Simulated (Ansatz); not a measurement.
Working through a rigid scan of one bond angle of AsH₄NO, SMILES N[AsH]O

Program: Ansatz's Python interface.

Typed at the interpreter:
```pycon
>>> import ansatz as az
>>> from ase import Atoms
>>> atoms = Atoms(['N', 'As', 'O', 'H', 'H', 'H', 'H'], positions=[
...     (-0.3822, 0.7968, -0.5783),
...     (-0.3662, -0.466, 0.7913),
...     (1.2594, -1.0519, 0.2355),
...     (-0.6109, 0.3476, -1.4719),
...     (-1.2279, 1.4683, -0.3834),
...     (0.2636, 0.5702, 1.7996),
...     (1.1254, -1.7329, -0.4385),
... ])
>>> # relax first, so that the scan starts from a minimum
>>> first = (
...     az.Crystal.molecule_from_ase(atoms).calculation()
...     .basis(gaussian='def2-SVP')
...     .functional('b3lyp', dispersion='d3bj')
...     .relax(force_tolerance=0.02, max_steps=80)
... )
>>> atoms.positions = first.run(threads=1).report['positions_ang']

>>> rows = []
>>> for angle in [85, 95, 105, 115, 125, 140, 160]:
...     bent = atoms.copy()
...     bent.set_angle(1, 2, 6, angle, indices=[6])
...     setup = (
...         az.Crystal.molecule_from_ase(bent).calculation()
...         .basis(gaussian='def2-SVP')
...         .functional('b3lyp', dispersion='d3bj')
...     )
...     rows.append((angle, setup.run(threads=1).report['free_energy_ev']))
...
>>> floor = min(e for _, e in rows)
>>> for angle, e in rows:
...     print(f'angle As1-O2-H6 = {angle:3d} deg   {1000 * (e - floor):9.1f} meV')
...
angle As1-O2-H6 =  85 deg       308.2 meV
angle As1-O2-H6 =  95 deg        87.4 meV
angle As1-O2-H6 = 105 deg         0.0 meV
angle As1-O2-H6 = 115 deg        18.3 meV
angle As1-O2-H6 = 125 deg       115.9 meV
angle As1-O2-H6 = 140 deg       351.4 meV
angle As1-O2-H6 = 160 deg       676.4 meV
```

Reading the output:
- The scan is rigid, and the energies are electronic, in a modest basis. The zero is the lowest point of the grid, which needn't be the minimum.
- b3lyp holds the VWN-RPA fit, as in Gaussian; the form of ORCA and Turbomole is b3lyp5.
- Timing: 72 s on 1 thread of Arm Neoverse V2 (shared host), peak memory 0.23 GiB.

(Lines on the test bed's own set-up are left out of the output.)
